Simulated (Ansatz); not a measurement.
This script makes cell relaxations under several functionals of MgRh, space group Pm-3m with Ansatz's Python interface.

`lattice_mgrh.py`:
```python
import warnings

import ansatz as az
import numpy as np

def edges_and_angles(cell):
    cell = np.asarray(cell)
    a, b, c = np.linalg.norm(cell, axis=1)
    cosines = cell[1] @ cell[2] / (b * c), cell[0] @ cell[2] / (a * c), cell[0] @ cell[1] / (a * b)
    return (a, b, c, *np.degrees(np.arccos(cosines)))


def main() -> None:
    warnings.simplefilter("ignore", az.DeckWarning)

    xtal = (
        az.Lattice.cubic(3.0992)
        .space_group(221)
        .atom("Mg", (0.0, 0.0, 0.0))
        .atom("Rh", (0.5, 0.5, 0.5))
    )

    base = xtal.calculation()
    base = base.occupations("Fermi-Dirac").kpoints(7, 7, 7)
    base = base.basis(470)
    base = base.relax(cell=True)

    levels = [("pbesol", "none"), ("blyp", "d3bj"), ("lda", "none")]
    print("level            a       b       c    alpha   beta  gamma  V/atom  steps")
    for name, dispersion in levels:
        seen = []
        run = base.functional(name, dispersion=dispersion).session().plan()
        res = run.execute(on_event=lambda e: seen.append(e) if e["event"] == "relax_step" else None)
        cell = res.lattice.cell_ang
        label = name if dispersion == "none" else f"{name}+{dispersion}"
        print("{:13s} {:7.4f} {:7.4f} {:7.4f} {:6.2f} {:6.2f} {:6.2f}".format(label, *edges_and_angles(cell)), f"{abs(np.linalg.det(cell)) / len(res.lattice.sites):7.3f} {len(seen):5d}")


if __name__ == "__main__":
    main()
```

Rank the levels of theory by the volume of the relaxed cell.

From smallest to largest: BLYP+D3BJ (14.14 Å³ an atom, -5.0 % against the start), LDA (14.17 Å³ an atom, -4.8 % against the start) and PBEsol (14.67 Å³ an atom, -1.4 % against the start). The spread is 3.8 % in volume.

The output:

```console
$ python lattice_mgrh.py
level            a       b       c    alpha   beta  gamma  V/atom  steps
pbesol         3.0843  3.0843  3.0843  90.00  90.00  90.00  14.671     4
blyp+d3bj      3.0467  3.0467  3.0467  90.00  90.00  90.00  14.140     5
lda            3.0489  3.0489  3.0489  90.00  90.00  90.00  14.171     5
```

Reading the output:
- Forces vanish by symmetry, so the ions can't move, and the end may be a saddle.
- BLYP and dispersion corrections can be off by several per cent in the lattices of metals, and by several GPa in the pressure at a fixed cell.
- The mesh is modest for a metal, so energies can be off by several to tens of meV an atom and pressures by half a GPa or more; differences at equal mesh fare better.
- The structure is a deposited one; some such entries were measured under pressure or heat, so a shift against it needn't be the functional's error alone.
- Wall time of the script: 9.8 s on 1 thread of Arm Neoverse V2, on a shared host, peak memory 0.38 GiB.

(Lines on the test bed's own set-up are left out of the output.)
